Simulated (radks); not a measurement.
# Ni⁴⁺ in [Ar] 3d6: an all-electron calculation

An exercise on one series of results from a longer session: the logs are not shown, and one member is left open.

Method: Dirac Kohn-Sham, PBE, spin-unpolarised, spherical densities, finite nucleus; open shells fill j = l - 1/2 first. Code: radks (a radial shooting solver on a logarithmic mesh, Libxc functionals) version 1.

**The atom as given**

- element: nickel (Z = 28)
- charge: +4
- electrons: 24
- configuration: [Ar] 3d6
- nuclear rms radius: 3.7757 fm

Set-up of the first run:

The run's settings:

```text
Z 28
configuration [Ar] 3d6 4s0 4p0
relativity Dirac
functional pbe,pbe
spin unpolarised
j_filling energy
nucleus finite rms 3.7757 fm
c 137.035999084
```

One of the session's tables, all rows but one given; the rest of the session is left out.

It belongs to the step «Orbitals and density». Radial moments (bohr):

| level | <r> | outermost maximum (interpolated) | 90 % within | nodes |
| --- | --- | --- | --- | --- |
| 1s1/2 | 0.05409 | 0.0354 | 0.0966 | 0 |
| 2s1/2 | 0.2447 | 0.205 | 0.379 | 1 |
| 2p1/2 | 0.2131 | 0.163 | 0.349 | 0 |
| 2p3/2 | 0.2163 | 0.166 | 0.354 | 0 |
| 3s1/2 | 0.7283 | 0.636 | 1.09 | 2 |
| 3p1/2 | 0.7514 | 0.636 | 1.15 | 1 |
| 3p3/2 | 0.7602 | 0.644 | 1.16 | 1 |
| 3d3/2 | ? | ? | ? | ? |
| 3d5/2 | 0.8419 | 0.608 | 1.40 | 0 |
| 4s1/2 | 1.958 | 1.78 | 2.82 | 3 |
| 4p1/2 | 2.180 | 1.97 | 3.16 | 2 |
| 4p3/2 | 2.196 | 1.99 | 3.19 | 2 |

Estimate the missing values for 3d3/2.

The run gave: <r>: 0.8385; outermost maximum (interpolated): 0.606; 90 % within: 1.39; nodes: 0. In the column «<r>» it lies between 3p3/2 (0.7602) and 3d5/2 (0.8419).

Limits of these values: Spin polarisation and multiplet splitting are left out.
